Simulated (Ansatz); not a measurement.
This geometry of a periodic cell of 13 atoms, Sc₁₂H (host Sc, host structure hcp, interstitial H) is a first-order saddle point.

These are results of DFT PBEsol, scalar-relativistic, plane waves, PAW in Ansatz 0.2.0, not measurements. Settings: cutoff 420 eV, k mesh 3x2x3, gaussian smearing 0.1 eV, no spin polarisation.

```xyz
13
Lattice="6.6200 0.0000 0.0000 -4.9650 8.5996 0.0000 0.0000 0.0000 5.2761" Properties=species:S:1:pos:R:3
Sc 0.016 -0.021 0.004
Sc 0.018 1.927 2.642
Sc -1.652 2.925 0.004
Sc -1.657 4.798 2.642
Sc -3.312 5.730 0.004
Sc -3.312 7.629 2.642
Sc 3.270 -0.013 0.004
Sc 3.320 1.919 2.642
Sc 1.660 2.865 0.004
Sc 1.664 4.791 2.642
Sc 0.006 5.736 0.004
Sc -0.002 7.626 2.642
H 4.984 0.949 2.642
```

Which two structures does it join? (They come from a converged band through this point; their orientation in space is the band's.)

The atom that moves furthest is H13, by 2.65 Å; four of its nearest neighbours are Sc3 2.31, Sc12 2.31, Sc7 2.31, Sc2 2.31 Å at the first end and Sc3 2.31, Sc2 2.31, Sc12 2.31, Sc7 2.31 Å at the last.

Image 0:

```xyz
13
Lattice="6.6200 0.0000 0.0000 -4.9650 8.5996 0.0000 0.0000 0.0000 5.2761" Properties=species:S:1:pos:R:3
Sc -0.007 0.005 0.012
Sc -0.008 1.906 2.646
Sc -1.650 2.856 0.000
Sc -1.652 4.773 2.655
Sc -3.306 5.732 0.019
Sc -3.304 7.647 2.670
Sc 3.326 0.005 0.009
Sc 3.325 1.905 2.643
Sc 1.657 2.864 -0.016
Sc 1.658 4.779 2.635
Sc 0.004 5.737 -0.001
Sc 0.003 7.654 2.655
H 4.970 0.955 3.967
```

Image 6:

Only the atoms that move by more than 0.05 Å are listed.
```
Sc6 -3.306 7.653 2.614
H13 4.967 0.964 1.319
```

How far does it lie above each of them?

0.69 eV above the first and 0.69 eV above the second. This is the barrier of this one path; another mechanism may lie lower. Limits of this set-up: coarse k mesh, odd electron count without spin, a small cell, in which the defect meets its images.

The run took 7.1 min on 2 threads of Intel(R) Xeon(R) Platinum 8488C (Sapphire Rapids), with other jobs on the host, peak memory 1.5 GiB.
